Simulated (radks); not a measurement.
# Ba⁺ inside a hard spherical wall

Aim: energy, levels and pressure of Ba⁺ as a wall, at which all orbitals vanish, closes in. The configuration stays [Xe] 6s1.

Method: scalar-relativistic Kohn-Sham, PBE, spin-unpolarised, spherical densities, point nucleus. Code: radks (a radial shooting solver on a logarithmic mesh, Libxc functionals) version 1.

## (1) Starting point

```
element       : barium (Z = 56)
charge        : +1
electrons     : 55
configuration : [Xe] 6s1
```

Outer shells as boxes (Hund's rule):

Ba⁺
```
[Xe] core
6s [↑ ]
```

## (2) The free atom

Input:

```text
Z 56
configuration [Xe] 6s1 5d0 6p0 7s0
relativity scalar-relativistic
functional pbe,pbe
spin unpolarised
nucleus point
c 137.035999084
```

## (3) Wall at 15 bohr

Settings, as their differences from step 2:

```diff
@@ -6,2 +6,3 @@
 nucleus point
+wall 15 bohr
 c 137.035999084
```

## (4) Wall at 10 bohr

Settings, as their differences from step 3:

```diff
@@ -6,3 +6,3 @@
 nucleus point
-wall 15 bohr
+wall 10 bohr
 c 137.035999084
```

## (5) Wall at 8 bohr

Settings, as their differences from step 4:

```diff
@@ -6,3 +6,3 @@
 nucleus point
-wall 10 bohr
+wall 8 bohr
 c 137.035999084
```

## (6) Wall at 4 bohr

Settings, as their differences from step 5:

```diff
@@ -6,3 +6,3 @@
 nucleus point
-wall 8 bohr
+wall 4 bohr
 c 137.035999084
```

## (7) Wall at 2 bohr

Settings, as their differences from step 6:

```diff
@@ -6,3 +6,3 @@
 nucleus point
-wall 4 bohr
+wall 2 bohr
 c 137.035999084
```

## (8) Wall at 1.5 bohr

Settings, as their differences from step 7:

```diff
@@ -6,3 +6,3 @@
 nucleus point
-wall 2 bohr
+wall 1.5 bohr
 c 137.035999084
```

Q: Predict the outcome of this session. Wanted: for each run, R; E − E(free); ε(6s); ε(5d, empty); ε(6p, empty); ε(7s, empty); pressure.

As calculated:

| R (bohr) | E − E(free) (eV) | ε(6s) (eV) | ε(5d, empty) (eV) | ε(6p, empty) (eV) | ε(7s, empty) (eV) | pressure (GPa) |
| --- | --- | --- | --- | --- | --- | --- |
| free | 0.000 | -7.584 | -7.073 | -4.987 | - | 0 |
| 15 | 0.000 | -7.584 | -7.072 | -4.985 | -2.436 | < 0.0001 |
| 10 | 0.030 | -7.521 | -7.020 | -4.789 | -0.563 | 0.0291 |
| 8 | 0.259 | -7.164 | -6.786 | -4.016 | 3.213 | 0.357 |
| 4 | 18.943 | 9.981 | 0.627 | 19.958 | 66.533 | 138 |
| 2 | 589.11 | 234.96 | 102.31 | 266.37 | 534.55 | 28098 |
| 1.5 | 2020.4 | 595.76 | 278.92 | 638.23 | 1175.2 | 212992 |

What this shows: At the tightest wall, 1.5 bohr, the energy stands 2020.4 eV above the free atom and the pressure, −dE/dV, is 212992 GPa. Of the levels in the table that exist at both ends, 6p (empty) rises most from the free atom (643.22 eV). From R = 4 bohr inwards the highest occupied level lies above zero, pushed up by confinement. Shells are not refilled when levels cross, and a hard wall is a model, not a crystal.
